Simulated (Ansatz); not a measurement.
# C2H8AlNSi: up Jacob's ladder to CCSD(T)

One table from this session's results is given with a row withheld; the runs are named, their logs left out.

Computed with Ansatz 0.2.0, Gaussian basis. Level: functionals in def2-TZVPP, the program's frozen cores in correlated methods.

Levels to be run: PBE-D4, r2SCAN-D4, PBE0-D4, B3LYP-D4, ωB97X-V, ωB97M-V, B2PLYP; CCSD(T)/def2-TZVPP; MP2/def2-QZVPP; extrapolation to the limit.

## The relaxed structure

All runs share one geometry, relaxed beforehand with PBE0-D4 in a triple-zeta def2 set.

13 atoms, charge 0, spin multiplicity 1.

Atoms are counted from 1 here; the program's logs count them from 0.

Bond lengths: Al1–C2 2.020 Å, Al1–N3 1.966 Å, Al1–H6 1.584 Å, Al1–H7 1.585 Å, C2–N3 1.417 Å, C2–H8 1.089 Å, C2–H9 1.092 Å, N3–C4 1.281 Å, C4–Si5 1.873 Å, C4–H10 1.098 Å, Si5–H11 1.483 Å, Si5–H12 1.486 Å, Si5–H13 1.487 Å. Angles: C2–Al1–N3 41.6°, C2–Al1–H6 113.6°, C2–Al1–H7 121.2°, N3–Al1–H6 116.6°, N3–Al1–H7 109.3°, H6–Al1–H7 124.6°, Al1–C2–N3 67.2°, Al1–C2–H8 137.9°, Al1–C2–H9 100.6°, N3–C2–H8 117.0°, N3–C2–H9 111.0°, H8–C2–H9 114.2°, Al1–N3–C2 71.2°, Al1–N3–C4 137.1°, C2–N3–C4 126.6°, N3–C4–Si5 121.1°, N3–C4–H10 117.9°, Si5–C4–H10 121.1° and more.

As a file:

| atom | x (Å) | y (Å) | z (Å) |
| --- | --- | --- | --- |
| Al1 | -0.63779 | -0.25178 | 1.90701 |
| C2 | -0.22564 | -1.81105 | 0.69116 |
| N3 | -0.32128 | -0.58101 | -0.00547 |
| C4 | 0.47618 | -0.15268 | -0.91144 |
| Si5 | 0.43745 | 1.63609 | -1.46704 |
| H6 | -2.14905 | -0.19579 | 2.37673 |
| H7 | 0.51693 | 0.67288 | 2.47636 |
| H8 | 0.62526 | -2.44858 | 0.45428 |
| H9 | -1.18592 | -2.33101 | 0.69982 |
| H10 | 1.18417 | -0.86719 | -1.35150 |
| H11 | -0.65160 | 2.32930 | -0.73772 |
| H12 | 1.74673 | 2.27937 | -1.18254 |
| H13 | 0.20495 | 1.68677 | -2.93484 |

Set-up of the first run:

in.yaml reads:

```yaml
crystal:
  periodic: [false, false, false]
  atoms:
    - {symbol: Al, position_ang: [-0.637794, -0.251782, 1.907006]}
    - {symbol: C, position_ang: [-0.225635, -1.811051, 0.691161]}
    - {symbol: N, position_ang: [-0.321283, -0.581011, -0.005472]}
    - {symbol: C, position_ang: [0.476184, -0.152684, -0.911438]}
    - {symbol: Si, position_ang: [0.437452, 1.636085, -1.467044]}
    - {symbol: H, position_ang: [-2.149051, -0.195788, 2.376727]}
    - {symbol: H, position_ang: [0.516931, 0.672878, 2.476361]}
    - {symbol: H, position_ang: [0.625257, -2.448581, 0.454280]}
    - {symbol: H, position_ang: [-1.185918, -2.331012, 0.699822]}
    - {symbol: H, position_ang: [1.184173, -0.867194, -1.351502]}
    - {symbol: H, position_ang: [-0.651599, 2.329300, -0.737719]}
    - {symbol: H, position_ang: [1.746734, 2.279367, -1.182544]}
    - {symbol: H, position_ang: [0.204948, 1.686773, -2.934839]}
basis:
  gaussian: {orbitals: def2-TZVPP}
hamiltonian: {xc: pbe, dispersion: d4}
output: {forces: true, orbitals: {seedname: orbitals}}
```

Started as:

```sh
$ ansatz run in.yaml --threads 4 --pin off --events-out ev --progress --plain --max-ram 10444MiB
```

Steps of the session up to this table: PBE-D4 (GGA); r2SCAN-D4 (meta-GGA); PBE0-D4 (hybrid); B3LYP-D4 (hybrid); ωB97X-V (range-separated); ωB97M-V (range-separated); B2PLYP (double hybrid); CCSD(T) in def2-TZVPP; MP2 in def2-QZVPP.

One of the session's tables, all rows but one given; the rest of the session is left out.

| method | atomisation energy (kJ/mol) |
| --- | --- |
| PBE-D4 | 4435.2 |
| r2SCAN-D4 | 4382.2 |
| PBE0-D4 | 4364.1 |
| B3LYP-D4 | 4386.6 |
| ωB97X-V | ? |
| ωB97M-V | 4382.1 |
| B2PLYP | 4322.5 |
| HF/def2-TZVPP | 3146.8 |
| MP2/def2-TZVPP | 4281.5 |
| CCSD/def2-TZVPP | 4183.8 |
| CCSD(T)/def2-TZVPP | 4250.2 |
| MP2/CBS | 4398.2 |
| CCSD(T)/CBS | 4366.9 |

Q: Estimate the row for ωB97X-V from the others.

As computed: atomisation energy (kJ/mol): 4392.5. In the column «atomisation energy (kJ/mol)» it lies between B3LYP-D4 (4386.6) and MP2/CBS (4398.2).
